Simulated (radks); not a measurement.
# Valence configurations of Er⁺

The task here is to estimate one member of a computed series from the others.

The numbers are computed with radks (a radial shooting solver on a logarithmic mesh, Libxc functionals) version 1 (Dirac Kohn-Sham, PBE, spin-unpolarised, spherical densities, finite nucleus; open shells fill j = l - 1/2 first), except any that are marked as measured or tabulated.

### The atom as given

```
element            : erbium (Z = 68)
charge             : +1
electrons          : 67
configuration      : [Xe] 4f12 6s1
nuclear rms radius : 5.2516 fm
others tried       : 4f11.5 6s1 6p0.5; 4f11.5 5d0.5 6s1; 4f13; 4f12 5d1; 4f12 6s0.5 6p0.5; 4f11 5d1 6s1; 4f9.5 6s1 6p2.5; 4f11 6s1 6p1; 4f12 6p1
```

The first run:

Settings of this run:

```text
Z 68
configuration [Xe] 4f12 6s1
relativity Dirac
functional pbe,pbe
spin unpolarised
j_filling energy
nucleus finite rms 5.2516 fm
c 137.035999084
```

Steps of the session up to this table: [Xe] 4f12 6s1.

One table of the session follows, with a row left open; its other results are not shown here.

It belongs to the step «[Xe] 4f12 6s1». Radial moments (bohr):

```
level     <r>  outermost maximum (interpolated)  90 % within  nodes
4d3/2  0.5774                             0.507        0.869      1
4d5/2  0.5886                             0.516        0.886      1
5s1/2   1.254                              1.11         1.82      4
5p1/2   1.417                              1.22         2.09      3
5p3/2   1.529                              1.30         2.26      3
4f5/2       ?                                 ?            ?      ?
4f7/2  0.8384                             0.512         1.48      0
6s1/2   3.631                              3.15         5.30      5
```

**Question.** Estimate the row for 4f5/2.

**Answer.** <r>: 0.8167; outermost maximum (interpolated): 0.507; 90 % within: 1.43; nodes: 0. In the column «<r>» it lies between 4d5/2 (0.5886) and 4f7/2 (0.8384).
